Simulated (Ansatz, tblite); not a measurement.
# The cluster B4H8O10: a ladder of methods and basis sets

How do method and basis change the picture of the cluster B4H8O10 (singlet)?

Method: as each input shows; program: Ansatz 0.2.0, Gaussian basis.

Levels to be run: GFN1-xTB, GFN2-xTB, PBE-D4/def2-TZVP, r2SCAN-D4/def2-TZVP, HF/def2-TZVP, revPBE-D4/def2-TZVP, PBE-D4/def2-SVP, PBE0-D4/def2-SVP, MP2/def2-SVP.

5 further runs of the same task are left out: 3 that didn't finish, 2 set aside as unsound or not needed. Runs told in other sessions of the task aren't counted.

## Step 1: The structure

The singlet was relaxed beforehand with PBE-D4/def2-SVP.

22 atoms, charge 0, spin multiplicity 1.

Bond lengths: B1–O7 1.373 Å, B1–O8 1.391 Å, B1–O10 1.367 Å, B2–O9 1.356 Å, B2–O10 1.410 Å, B2–O11 1.366 Å, B3–O5 1.375 Å, B3–O6 1.384 Å, B3–O11 1.373 Å, B4–O12 1.372 Å, B4–O13 1.398 Å, B4–O14 1.370 Å, O5–H15 0.971 Å, O6–H16 0.971 Å, O7–H17 0.971 Å, O8–H18 0.971 Å, O9–H19 0.988 Å, O12–H20 0.973 Å and more. Angles: O7–B1–O8 125.5°, O7–B1–O10 120.4°, O8–B1–O10 114.0°, O9–B2–O10 118.1°, O9–B2–O11 119.8°, O10–B2–O11 122.0°, O5–B3–O6 125.3°, O5–B3–O11 116.3°, O6–B3–O11 118.3°, O12–B4–O13 118.5°, O12–B4–O14 117.5°, O13–B4–O14 124.0°, B3–O5–H15 114.1°, B3–O6–H16 113.9°, B1–O7–H17 115.4°, B1–O8–H18 115.3°, B2–O9–H19 110.9°, B1–O10–B2 131.8° and more.

PBE0-D4/def2-TZVP was run before; its log isn't repeated, and its numbers join the tables.

## Step 2: GFN1-xTB

Tight binding, by tblite at 300 K electronic temperature and without a spin-polarisation term:

```python
tblite.interface.Calculator('GFN1-xTB', numbers, positions, charge=0, uhf=0).singlepoint()
```

Energy -1565.3721 eV, HOMO -13.30 eV, LUMO -5.03 eV; 0.015 s.

## Step 3: GFN2-xTB

Tight binding, by tblite at 300 K electronic temperature and without a spin-polarisation term:

```python
tblite.interface.Calculator('GFN2-xTB', numbers, positions, charge=0, uhf=0).singlepoint()
```

Energy -1366.1187 eV, HOMO -12.07 eV, LUMO -5.12 eV; 0.01 s.

## Step 4: PBE-D4/def2-TZVP

start.molden holds the orbitals of an earlier run on this state, given as this run's starting guess.

File in.yaml:

```yaml
crystal:
  periodic: [false, false, false]
  atoms:
    - {symbol: B, position_ang: [-1.109148, 0.510586, -0.021050]}
    - {symbol: B, position_ang: [0.810397, -1.012993, -0.670585]}
    - {symbol: B, position_ang: [-0.732608, -1.555789, -2.546303]}
    - {symbol: B, position_ang: [1.562237, 1.111962, 2.695544]}
    - {symbol: O, position_ang: [-1.475419, -2.627185, -2.984041]}
    - {symbol: O, position_ang: [-0.841816, -0.259353, -3.019340]}
    - {symbol: O, position_ang: [-2.100054, -0.420752, -0.208867]}
    - {symbol: O, position_ang: [-1.296542, 1.807377, 0.444726]}
    - {symbol: O, position_ang: [2.021532, -1.339815, -0.156505]}
    - {symbol: O, position_ang: [0.200463, 0.179503, -0.229793]}
    - {symbol: O, position_ang: [0.224554, -1.825865, -1.599516]}
    - {symbol: O, position_ang: [2.258695, 0.792859, 3.833947]}
    - {symbol: O, position_ang: [2.197934, 0.960879, 1.459082]}
    - {symbol: O, position_ang: [0.277032, 1.562125, 2.845732]}
    - {symbol: H, position_ang: [-2.115272, -2.407539, -3.680058]}
    - {symbol: H, position_ang: [-1.528955, -0.143896, -3.696055]}
    - {symbol: H, position_ang: [-2.993861, -0.132562, 0.036903]}
    - {symbol: H, position_ang: [-2.217726, 2.053466, 0.630528]}
    - {symbol: H, position_ang: [2.304625, -0.682296, 0.524050]}
    - {symbol: H, position_ang: [3.153052, 0.484938, 3.607943]}
    - {symbol: H, position_ang: [1.566164, 1.129099, 0.724768]}
    - {symbol: H, position_ang: [-0.165286, 1.815249, 2.008899]}
basis:
  gaussian: {orbitals: def2-TZVP, initial_orbitals: start.molden}
hamiltonian: {xc: pbe, dispersion: d4}
scf: {omitted_lower_state_checks: [starts]}
output: {orbitals: {seedname: orbitals}}
```

Run with:

```console
$ ansatz run in.yaml --threads 4 --pin off --events-out ev --progress --plain --max-ram 6963MiB
```

After this run come: r2SCAN-D4/def2-TZVP; HF/def2-TZVP; revPBE-D4/def2-TZVP; PBE-D4/def2-SVP; PBE0-D4/def2-SVP; MP2/def2-SVP.

Before running them: what should the planned runs give, taken together? Wanted: gap in def2-TZVP, named functionals and Hartree-Fock, smallest and largest; correlation energy, MP2/def2-SVP; binding an atom, functionals in def2-TZVP; PBE0 total energy, smallest basis above largest.

The runs gave:

| quantity | value |
| --- | --- |
| gap in def2-TZVP, named functionals and Hartree-Fock, smallest and largest | 5.79 eV (PBE-D4), 15.47 eV (HF) |
| correlation energy, MP2/def2-SVP | -59.08 eV |
| binding an atom, functionals in def2-TZVP | 4.80 (revPBE-D4) to 4.96 eV (PBE-D4) |
| PBE0 total energy, smallest basis above largest | 27.15 eV (def2-SVP, def2-TZVP) |

**Reading.** Over the named functionals and Hartree-Fock in def2-TZVP the gap runs from 5.79 eV (PBE-D4) to 15.47 eV (HF); exact exchange widens it.
